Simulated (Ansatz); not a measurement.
# U-r2SCAN0/def2-SVPD run of GaHClO (SMILES [O][GaH][Cl])

Aim: the electronic atomisation energy of GaHClO at U-r2SCAN0/def2-SVPD, from 5 runs. 

The results are computed with Ansatz 0.2.0.

70 further runs of the same task are left out: 1 that didn't finish, 69 set aside as unsound or not needed. Runs told in other sessions of the task aren't counted.

## (1) The structure to begin with

The species is GaHClO (4 atoms), meant as a doublet with charge 0. As SMILES, `[O][GaH][Cl]`. Geometry: relaxed at PBE0-D4/def2-TZVP.

Bond lengths: O1–Ga2 1.796 Å, Ga2–Cl3 2.128 Å, Ga2–H4 1.543 Å. Angles: O1–Ga2–Cl3 112.7°, O1–Ga2–H4 122.7°, Cl3–Ga2–H4 124.6°.

## (2) The energy at U-r2SCAN0/def2-SVPD

Input file input.yaml:

```yaml
crystal:
  periodic: [false, false, false]
  atoms:
    - {symbol: O, position_ang: [-1.739800, -0.117700, -0.212200]}
    - {symbol: Ga, position_ang: [0.030900, 0.144300, -0.061200]}
    - {symbol: Cl, position_ang: [1.050700, -1.557300, 0.708800]}
    - {symbol: H, position_ang: [0.713700, 1.470500, -0.455700]}
basis:
  gaussian:
    orbitals: def2-SVPD
magnetization:
  spin_polarized: true
  initial_magnetization: 1
hamiltonian:
  xc: {name: r2SCAN0}
accuracy: high
output:
  orbitals: {seedname: orbitals}
```

The run is started by

```
$ ansatz run input.yaml --threads 1 --pin off --max-ram 3480MiB --events-out events.jsonl --progress --plain --runs-dir runs
```

The log of the run:

```text
Warning: RAYON_NUM_THREADS=1 ignored (pool sized by the plan → 1); use --threads N
Functional definition: r2SCAN0
  name "r2SCAN0"
  parameter a = 0.25
  parameter k0 = 0.174
  parameter k1 = 0.065
  parameter a1 = 4.9479
  exchange = (1 - a)*r2scan_x(k0 = k0, k1 = k1, a1 = a1) + a*exact_x
  correlation = r2scan_c
1788 factors; integrals over basis functions are off by at most 4.1e-9 eV
mean field evaluation 1: about -66933.3445 eV, gradient 5.1e1 eV
mean field evaluation 2: about -66741.3841 eV, gradient 1.3e2 eV
mean field evaluation 4: about -66945.2465 eV, gradient 2.5e1 eV
mean field evaluation 8: about -66948.6954 eV, gradient 8.1e-1 eV
mean field evaluation 16: about -66948.7567 eV, gradient 3.9e-2 eV
mean field evaluation 32: about -66948.7568 eV, gradient 8.9e-6 eV
mean field -66948.75676159 eV, -2460.3214314911 hartree, gradient 7.4e-8 eV, S^2 0.756289; 2 other end points of the search recorded, 0 dependent functions left out
reference -66948.75676986 eV, -2460.3214317953 hartree; 29, 28 occupied and 67, 68 virtual orbitals, 1788 factors
Total energy: -66948.75676986 eV, -2460.3214317953 hartree
```

It took 68 s on 1 thread of Arm Neoverse V2, shared host; peak memory 0.61 GiB.

## (3) The Cl atom at the same level

Input file in.yaml:

```yaml
crystal:
  periodic: [false, false, false]
  atoms:
    - symbol: Cl
      position_ang: [0.000000, 0.000000, 0.000000]
basis:
  gaussian:
    orbitals: def2-SVPD
magnetization:
  spin_polarized: true
  initial_magnetization: 1
hamiltonian:
  xc: {name: r2SCAN0}
accuracy: high
```

The run is started by

```
$ ansatz run in.yaml --threads 1 --pin off --max-ram 3480MiB --events-out events.jsonl --progress --plain --runs-dir runs
```

The log of the run:

```text
Warning: RAYON_NUM_THREADS=1 ignored (pool sized by the plan → 1); use --threads N
Functional definition: r2SCAN0
  name "r2SCAN0"
  parameter a = 0.25
  parameter k0 = 0.174
  parameter k1 = 0.065
  parameter a1 = 4.9479
  exchange = (1 - a)*r2scan_x(k0 = k0, k1 = k1, a1 = a1) + a*exact_x
  correlation = r2scan_c
222 factors; integrals over basis functions are off by at most 2.5e-9 eV
mean field evaluation 1: about -12516.2521 eV, gradient 3.3e0 eV
mean field evaluation 2: about -12516.3264 eV, gradient 8.2e-1 eV
mean field evaluation 4: about -12516.3327 eV, gradient 3.4e-1 eV
mean field evaluation 8: about -12516.3332 eV, gradient 5.0e-4 eV
mean field evaluation 16: about -12516.3332 eV, gradient 3.6e-6 eV
mean field evaluation 32: about -12516.3332 eV, gradient 6.2e-8 eV
mean field -12516.33321913 eV, -459.9667619276 hartree, gradient 6.2e-8 eV, S^2 0.754356; 0 other end points of the search recorded, 0 dependent functions left out
reference -12516.33322612 eV, -459.9667621847 hartree; 9, 8 occupied and 18, 19 virtual orbitals, 222 factors
Total energy: -12516.33322612 eV, -459.9667621847 hartree
```

It took 2.8 s on 1 thread of Arm Neoverse V2, shared host; peak memory 0.12 GiB.

## (4) The Ga atom, same level

Input file input.yaml:

```yaml
crystal:
  periodic: [false, false, false]
  atoms:
    - {symbol: Ga, position_ang: [0.000000, 0.000000, 0.000000]}
basis:
  gaussian: {orbitals: def2-SVPD}
hamiltonian: {xc: {name: r2SCAN0}}
accuracy: high
magnetization: {spin_polarized: true, initial_magnetization: 1}
```

Run the same way, it converges to -1924.52180 Eh (log not shown).

## (5) The H atom, same level

Input file input.yaml:

```yaml
crystal:
  periodic: [false, false, false]
  atoms:
    - symbol: H
      position_ang: [0.000000, 0.000000, 0.000000]
basis:
  gaussian: {orbitals: def2-SVPD}
hamiltonian: {xc: {name: r2SCAN0}}
magnetization: {spin_polarized: true, initial_magnetization: 1}
accuracy: high
```

Run the same way, it converges to -0.49923 Eh (log not shown).

## (6) The O atom, same level

Input file run.yaml:

```yaml
crystal:
  periodic: [false, false, false]
  atoms:
    - {symbol: O, position_ang: [0.000000, 0.000000, 0.000000]}
basis:
  gaussian: {orbitals: def2-SVPD}
hamiltonian: {xc: {name: r2SCAN0}}
accuracy: high
magnetization: {spin_polarized: true, initial_magnetization: 2}
```

Run the same way, it converges to -74.96758 Eh (log not shown).

## (7) What came out

At U-r2SCAN0/def2-SVPD:

| quantity | value |
| --- | --- |
| molecule: total energy | -2460.32143 Eh |
| molecule: HOMO energy (highest over α and β) | -9.43 eV |
| molecule: LUMO energy (lowest over α and β) | -3.93 eV |
| molecule: ⟨S²⟩ | 0.756 |
| Cl atom: total energy | -459.96676 Eh |
| Cl atom: ⟨S²⟩ | 0.754 |
| Ga atom: total energy | -1924.52180 Eh |
| Ga atom: ⟨S²⟩ | 0.757 |
| H atom: total energy | -0.49923 Eh |
| H atom: ⟨S²⟩ | 0.750 |
| O atom: total energy | -74.96758 Eh |
| O atom: ⟨S²⟩ | 2.006 |
| electronic atomisation energy | 9.961 eV |

**Reading.** Taking the molecule apart into free atoms costs 9.96 eV (961 kJ/mol), before zero-point energy and without spin-orbit coupling.
